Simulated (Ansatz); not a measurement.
# C2H3BrFGa: small, medium and large basis sets

The task here is to estimate one member of a computed series from the others.

Method: one geometry, several basis sets; program: Ansatz 0.2.0, Gaussian basis.

The runs, in order: PBE0-D4/def2-SVP; ωB97M-V/def2-SVP; PBE0-D4/def2-QZVPP; ωB97M-V/def2-QZVPP; the functionals' def2-TZVPP values are taken from earlier runs.

## Structure used throughout

The geometry comes from an earlier relaxation with PBE0-D4 in a triple-zeta def2 set; it is a stationary point, not always the lowest conformer.

SMILES `C=[CH][Ga]([F])[Br]`, 8 atoms, charge 0, spin multiplicity 1.

Atoms are counted from 1 here; the program's logs count them from 0.

Bond lengths: C1–C2 1.331 Å, C1–H6 1.088 Å, C1–H7 1.086 Å, C2–Ga3 1.926 Å, C2–H8 1.086 Å, Ga3–F4 1.752 Å, Ga3–Br5 2.270 Å. Angles: C2–C1–H6 121.7°, C2–C1–H7 122.1°, H6–C1–H7 116.2°, C1–C2–Ga3 119.8°, C1–C2–H8 120.0°, Ga3–C2–H8 120.2°, C2–Ga3–F4 117.9°, C2–Ga3–Br5 128.3°, F4–Ga3–Br5 113.8°.

As a file:

```mol
C2H3BrFGa
  3D, bonds by distance, orders not assigned

  8  7  0  0  0  0  0  0  0  0999 V2000
   -0.9285   -0.5396    1.0110 C   0  0
    0.1237    0.2114    0.6957 C   0  0
    0.6934    0.3383   -1.1401 Ga  0  0
   -0.2130   -0.5569   -2.3428 F   0  0
    2.4308    1.5227   -1.9956 Br  0  0
   -1.2768   -0.6334    2.0370 H   0  0
   -1.4885   -1.0931    0.2630 H   0  0
    0.6589    0.7507    1.4718 H   0  0
  1  2  8  0
  2  3  8  0
  3  4  8  0
  3  5  8  0
  1  6  8  0
  1  7  8  0
  2  8  8  0
M  END
```

The first run:

Input file in.yaml:

```yaml
crystal:
  periodic: [false, false, false]
  atoms:
    - {symbol: C, position_ang: [-0.928545, -0.539636, 1.011014]}
    - {symbol: C, position_ang: [0.123706, 0.211397, 0.695674]}
    - {symbol: Ga, position_ang: [0.693445, 0.338323, -1.140078]}
    - {symbol: F, position_ang: [-0.213041, -0.556908, -2.342776]}
    - {symbol: Br, position_ang: [2.430813, 1.522657, -1.995595]}
    - {symbol: H, position_ang: [-1.276777, -0.633397, 2.037007]}
    - {symbol: H, position_ang: [-1.488454, -1.093106, 0.262987]}
    - {symbol: H, position_ang: [0.658853, 0.750660, 1.471766]}
basis:
  gaussian: {orbitals: def2-SVP}
hamiltonian: {xc: pbe0, dispersion: d4}
output: {orbitals: {seedname: orbitals}}
```

Command:

```bash
$ ansatz run in.yaml --threads 4 --pin off --events-out ev --progress --plain --max-ram 10444MiB
```

Among the steps run: PBE0-D4 in def2-SVP; ωB97M-V in def2-SVP; PBE0-D4 in def2-QZVPP; ωB97M-V in def2-QZVPP.

One of the session's tables, all rows but one given; the rest of the session is left out.

It belongs to the step «Functionals by basis». 

```
functional       basis  HOMO (eV)  LUMO (eV)
   PBE0-D4    def2-SVP      -8.44      -1.69
   PBE0-D4  def2-TZVPP      -8.55      -1.81
   PBE0-D4  def2-QZVPP      -8.56      -1.84
   ωB97M-V    def2-SVP     -10.64       0.26
   ωB97M-V  def2-TZVPP     -10.77       0.10
   ωB97M-V  def2-QZVPP          ?          ?
```

Estimate the missing values for ωB97M-V, def2-QZVPP.

The run gave: HOMO (eV): -10.78; LUMO (eV): 0.02. In the column «HOMO (eV)» it is the lowest.
